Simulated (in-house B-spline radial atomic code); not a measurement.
# Ce⁸⁺: highest level by several methods

In exact Kohn-Sham theory the highest occupied level equals minus the energy to remove an electron. How near do common methods come for Ce⁸⁺?

Method: scalar-relativistic (X2C), several functionals, spin-polarised; spherical all-electron atom at the radial basis limit. Code: in-house B-spline radial atomic code version 1.

## Step 1: What is computed

```
element       : cerium (Z = 58)
charge        : +8
electrons     : 50
configuration : [Kr] 4d10 5s2 5p2
nucleus       : Fermi, rms radius 4.877 fm
```

The outer shells:

[Kr] 4d10 5s2 5p2
```
[Kr] core
4d [↑↓][↑↓][↑↓][↑↓][↑↓]
5s [↑↓]
5p [↑ ][↑ ][  ]
```

Where spins are not typed, each open shell is filled with up spins first.

## Step 2: exchange-only LDA

The run's settings:

```ini
Z = 58
electrons = 50.0
configuration = [Kr] 4d10 5s2 5p2
hamiltonian = x2c
method = lda,
spin_polarised = True
nucleus = fermi
rms_radius = 4.8771
mass_number = 140
atomic_mass = 139.905448433
speed_of_light = 137.035999084
```

## Step 3: PBE, a GGA

Settings: those of step 2 with these lines changed.

```diff
@@ -4,3 +4,3 @@
 hamiltonian = x2c
-method = lda,
+method = pbe,pbe
 spin_polarised = True
```

## Step 4: revTPSS, a meta-GGA

Settings: those of step 3 with these lines changed.

```diff
@@ -4,3 +4,3 @@
 hamiltonian = x2c
-method = pbe,pbe
+method = revtpss,revtpss
 spin_polarised = True
```

## Step 5: Hartree-Fock

Settings: those of step 4 with these lines changed.

```diff
@@ -4,3 +4,3 @@
 hamiltonian = x2c
-method = revtpss,revtpss
+method = hf
 spin_polarised = True
```

## Step 6: M06-L, a meta-GGA

Settings: those of step 5 with these lines changed.

```diff
@@ -4,3 +4,3 @@
 hamiltonian = x2c
-method = hf
+method = m06l
 spin_polarised = True
```

## Step 7: PW91, a GGA

Settings: those of step 6 with these lines changed.

```diff
@@ -4,3 +4,3 @@
 hamiltonian = x2c
-method = m06l
+method = pw91,pw91
 spin_polarised = True
```

Q: The tabulated ionisation energy is 125 ± 2.2 eV (tabulated theoretical; NIST Atomic Spectra Database). What does each method give, and which comes nearest?

**Answer**, as computed:

| method | rung | total energy (hartree) | −ε highest (eV) | −ε less tabulated (eV) |
| --- | --- | --- | --- | --- |
| exchange-only LDA | LDA | -8831.5714 | 115.75 (5p up) | -9.25 |
| PBE | GGA | -8843.8017 | 116.87 (5p up) | -8.13 |
| PW91 | GGA | -8844.9072 | 116.99 (5p up) | -8.01 |
| revTPSS | meta-GGA | -8842.6318 | 116.96 (5p up) | -8.04 |
| M06-L | meta-GGA | -8844.0533 | 116.30 (5p up) | -8.70 |
| Hartree-Fock | Hartree-Fock | -8841.2048 | 123.34 (5p up) | -1.66 |

What this shows: Against the tabulated ionisation energy, 125 ± 2.2 eV (tabulated theoretical; NIST Atomic Spectra Database), the best here is Hartree-Fock (-1.66 eV) and the worst exchange-only LDA (-9.25 eV, or 7.4 %). Mean absolute error by rung (exchange-only levels left out): GGA 8.07 eV, meta-GGA 8.37 eV, Hartree-Fock 1.66 eV. Relativistic terms that these runs lack can be as large as the gaps between close methods, so the nearest may be so by luck. PBE is off by -8.13 eV. Spin-orbit coupling is left out. Open shells are averaged (over orientations, and over spins where the run is restricted), while tables refer to the lowest levels. Every semilocal functional puts the level too high: its potential dies off too fast far from the nucleus, because each electron partly repels itself. A difference of total energies usually does far better than −ε.

Members of this set that are not shown: 4 used exact exchange with fractional occupations of an open shell, which is unsound here.
